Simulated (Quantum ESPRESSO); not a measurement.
TiGe: Wannier functions under several settings

```xyz
4
Lattice="0.0000 3.2271 3.2271 3.2271 0.0000 3.2271 3.2271 3.2271 0.0000" Properties=species:S:1:pos:R:3 pbc="T T T"
Ti    1.6135    1.6135    1.6135
Ti    0.0000    0.0000    0.0000
Ge    4.8406    4.8406    4.8406
Ge    3.2271    3.2271    3.2271
```

The cell was built by a generator and needn't be a form met in nature.

All runs used Quantum ESPRESSO 7.5; potentials PseudoDojo 0.4.1 SR PBEsol standard; k mesh 6 × 6 × 6; given cell; no spin polarisation; cutoff 1143 eV; occupations fermi-dirac, width 0.05 eV.

| level | start | Wannier mesh | spread a function (Å²) | RMS miss of the bands (meV) |
| --- | --- | --- | --- | --- |
| PBEsol | atomic projections with disentanglement | 4 × 4 × 4 | 1.20 | 14 |
| PBEsol | atomic projections with disentanglement, not minimised | 4 × 4 × 4 | 2.00 | 22 |
| PBEsol | SCDM with an erfc weight | 4 × 4 × 4 | ? | ? |

What stands in the row left open?

Spread a function 2.63 Å²; RMS miss of the bands 41 meV.

Caveats: the Wannier minimisation didn't converge (some runs).
